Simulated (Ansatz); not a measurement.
Task: a comparison of dispersion corrections of C2H2BCl2, SMILES [CH]=CB(Cl)Cl, with Ansatz 0.2.0, Python API. Give the script and its output. Use (for the species named): PBE, def2-SVP basis, multiplicity 2, D3BJ dispersion.

```yaml
atoms:
  - { symbol: C, position_ang: [-1.3782, 0.6652, -0.0073] }
  - { symbol: C, position_ang: [-0.4554, -0.2914, 0.0668] }
  - { symbol: B, position_ang: [1.0675, 0.0481, -0.0706] }
  - { symbol: Cl, position_ang: [2.3130, -1.3065, 0.0380] }
  - { symbol: Cl, position_ang: [1.6423, 1.7835, -0.3399] }
  - { symbol: H, position_ang: [-2.4315, 0.4229, 0.0887] }
  - { symbol: H, position_ang: [-0.7578, -1.3218, 0.2243] }
```

`c2h2bcl2_disp.py`:
```python
"""Dispersion corrections for C2H2BCl2."""

import ansatz as az


def main() -> None:
    c2h2bcl2 = (
        az.Crystal.molecule()
        .atom("C", [-1.3782, 0.6652, -0.0073])
        .atom("C", [-0.4554, -0.2914, 0.0668])
        .atom("B", [1.0675, 0.0481, -0.0706])
        .atom("Cl", [2.313, -1.3065, 0.038])
        .atom("Cl", [1.6423, 1.7835, -0.3399])
        .atom("H", [-2.4315, 0.4229, 0.0887])
        .atom("H", [-0.7578, -1.3218, 0.2243])
    )

    base = (
        c2h2bcl2.calculation()
        .basis(gaussian="def2-SVP")
        .spin("collinear", total=1)
    )
    for name in ["pbe", "b3lyp"]:
        for correction in ("d3bj", "d4"):
            r = base.functional(name, dispersion=correction).run(threads=1).report
            print(f"{name:8s} {correction:5s} total {r['free_energy_ev']:.5f} eV, of which dispersion {1000 * r['dispersion']['energy']['ev']:.2f} meV")


if __name__ == "__main__":
    main()
```

`python c2h2bcl2_disp.py` gives:
```text
pbe      d3bj  total -27803.61106 eV, of which dispersion -178.86 meV
pbe      d4    total -27803.61635 eV, of which dispersion -184.15 meV
b3lyp    d3bj  total -27818.74355 eV, of which dispersion -327.99 meV
b3lyp    d4    total -27818.71588 eV, of which dispersion -300.33 meV
```

What to keep in mind:
- Total energies depend on the basis set; only differences at equal settings carry meaning.
- The geometry is a force-field or estimated start, not a minimum of this method, and the basis set is short of its limit. D4 holds the three-body term, and d3bj doesn't.
- The run takes the species as open-shell (spin multiplicity 2), which needn't be its ground state.
- b3lyp holds the VWN-RPA fit, as in Gaussian; the form of ORCA and Turbomole is b3lyp5.
- Timing: 13 s on 1 thread of AMD EPYC 9B14 (Zen 4) (shared host), peak memory 0.3 GiB.
